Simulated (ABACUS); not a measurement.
Runs of ABACUS 3.10.1 on SiSe. The structure is hexagonal, space group P-6m2 (No. 187). Conventional cell: a = 3.595 Å, b = 3.595 Å, c = 3.599 Å, α = 90.00°, β = 90.00°, γ = 120.00°. Si (site symmetry -6m2) has 6 Se at 2.75 Å as nearest neighbours. Se (site symmetry -6m2) is surrounded by 6 Si at 2.75 Å. The cell was built by a generator and needn't be a form met in nature.

```tsv
level	gap on the mesh (eV)	pressure (GPa)
PBEsol	none	-1.2
revPBE	none	2.5
LDA	none	(a)
AM05	none	-1.7
```

Alike in all rows: task single point; potentials or basis PseudoDojo NC SR 0.4.1 PBE standard, DZP LCAO (the cutoffs set its grid); no spin polarisation; cell as given; k mesh 9 × 9 × 7; cutoff (eV) 1361; smearing fermi-dirac 0.05 eV.

**Question.** Estimate the missing entries.

**Answer.** (a) -1.8.

Caveats: the atomic orbitals were generated for these runs and aren't a published set; the potentials were made for another functional, which shifts forces and pressure; the basis of atomic orbitals isn't converged, which shifts pressures, moduli and gaps.

A k mesh can miss the band edges, and the runs leave out spin-orbit coupling on Se.

A gap of «none» marks a metal or a gap under the smearing width.

Runs at the PBE level aren't shown here.
